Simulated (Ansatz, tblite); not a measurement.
# GaH2Me (CH5Ga): rung by rung

An exercise on one series of results from a longer session: the logs are not shown, and one member is left open.

Program: Ansatz 0.2.0, Gaussian basis. Level of theory: as each input shows. These are calculated values, not measurements.

Plan: GFN1-xTB, GFN2-xTB, PBE-D4/def2-TZVP, r2SCAN-D4/def2-TZVP, LDA/def2-TZVP, B97M-V/def2-TZVP, HSE06-D4/def2-TZVP, B2PLYP/def2-TZVP, B3LYP-D4/def2-TZVP, revPBE-D4/def2-TZVP, r2SCAN0-D4/def2-TZVP, PBE-D4/def2-SVP, PBE0-D4/def2-SVP, HF/6-31G, B3LYP-D4/6-31G, PBE0-D4/def2-TZVPD, PBE-D4/def2-TZVPD, r2SCAN-D4/def2-TZVPD, CCSD(T)/def2-TZVPP, MP2/def2-TZVP, RPA/def2-TZVP, CCSD(T)/def2-TZVPD.

## The relaxed structure

The singlet was relaxed beforehand with PBE0-D4/def2-TZVP.

7 atoms, charge 0, spin multiplicity 1.

Bond lengths: Ga1–H2 1.574 Å, Ga1–H3 1.574 Å, Ga1–C4 1.966 Å, C4–H5 1.095 Å, C4–H6 1.091 Å, C4–H7 1.092 Å. Angles: H2–Ga1–H3 118.8°, H2–Ga1–C4 120.4°, H3–Ga1–C4 120.8°, Ga1–C4–H5 108.8°, Ga1–C4–H6 112.1°, Ga1–C4–H7 111.6°, H5–C4–H6 107.6°, H5–C4–H7 107.2°, H6–C4–H7 109.4°.

PBE0-D4/def2-TZVP was run before; its log isn't repeated, and its numbers join the tables.

The first run:

Tight binding, by tblite at 300 K electronic temperature and without a spin-polarisation term:

```python
tblite.interface.Calculator('GFN1-xTB', numbers, positions, charge=0, uhf=0).singlepoint()
```

Tight binding, by tblite at 300 K electronic temperature and without a spin-polarisation term:

```python
tblite.interface.Calculator('GFN2-xTB', numbers, positions, charge=0, uhf=0).singlepoint()
```

start.molden holds the orbitals of an earlier run on this state, given as this run's starting guess.

The input, in.yaml:

```yaml
crystal:
  periodic: [false, false, false]
  atoms:
    - {symbol: Ga, position_ang: [0.526546, 0.921373, 0.005768]}
    - {symbol: H, position_ang: [2.100395, 0.934805, 0.024219]}
    - {symbol: H, position_ang: [-0.242694, 2.293379, -0.047904]}
    - {symbol: C, position_ang: [-0.454557, -0.782663, 0.019685]}
    - {symbol: H, position_ang: [-0.533782, -1.152806, -1.007847]}
    - {symbol: H, position_ang: [-1.467540, -0.669546, 0.408391]}
    - {symbol: H, position_ang: [0.071633, -1.544531, 0.597678]}
basis:
  gaussian: {orbitals: def2-TZVP, initial_orbitals: start.molden}
hamiltonian: {xc: pbe, dispersion: d4}
scf: {omitted_lower_state_checks: [starts]}
output: {orbitals: {seedname: orbitals}}
```

The run is started by

```bash
$ ansatz run in.yaml --threads 4 --pin off --events-out ev --progress --plain --max-ram 3916MiB
```

Steps of the session up to this table: PBE-D4/def2-TZVP; r2SCAN-D4/def2-TZVP; LDA/def2-TZVP; B97M-V/def2-TZVP; HSE06-D4/def2-TZVP; B2PLYP/def2-TZVP; B3LYP-D4/def2-TZVP; revPBE-D4/def2-TZVP; r2SCAN0-D4/def2-TZVP; PBE-D4/def2-SVP; PBE0-D4/def2-SVP; HF/6-31G; B3LYP-D4/6-31G; PBE0-D4/def2-TZVPD; PBE-D4/def2-TZVPD; r2SCAN-D4/def2-TZVPD; CCSD(T)/def2-TZVPP; MP2/def2-TZVP; RPA/def2-TZVP; CCSD(T)/def2-TZVPD.

One table of the session follows, with a row left open; its other results are not shown here.

```
               level  HOMO (eV)  gap (eV)
            HF/6-31G          ?         ?
       LDA/def2-TZVP      -6.94      4.49
     PBE-D4/def2-SVP      -6.76      4.60
    PBE-D4/def2-TZVP      -6.81      4.62
   PBE-D4/def2-TZVPD      -6.82      4.61
 revPBE-D4/def2-TZVP      -6.76      4.68
 r2SCAN-D4/def2-TZVP      -7.08      5.21
r2SCAN-D4/def2-TZVPD      -7.08      5.20
    B97M-V/def2-TZVP      -7.15      5.01
      B3LYP-D4/6-31G      -7.67      6.08
  B3LYP-D4/def2-TZVP      -7.81      6.14
    PBE0-D4/def2-SVP      -8.01      6.66
   PBE0-D4/def2-TZVP      -8.03      6.65
  PBE0-D4/def2-TZVPD      -8.03      6.65
r2SCAN0-D4/def2-TZVP      -8.21      7.02
  HSE06-D4/def2-TZVP      -7.63      5.88
```

Estimate the missing values for HF/6-31G.

As computed: HOMO (eV): -10.88; gap (eV): 12.08. In the column «HOMO (eV)» it is the lowest.
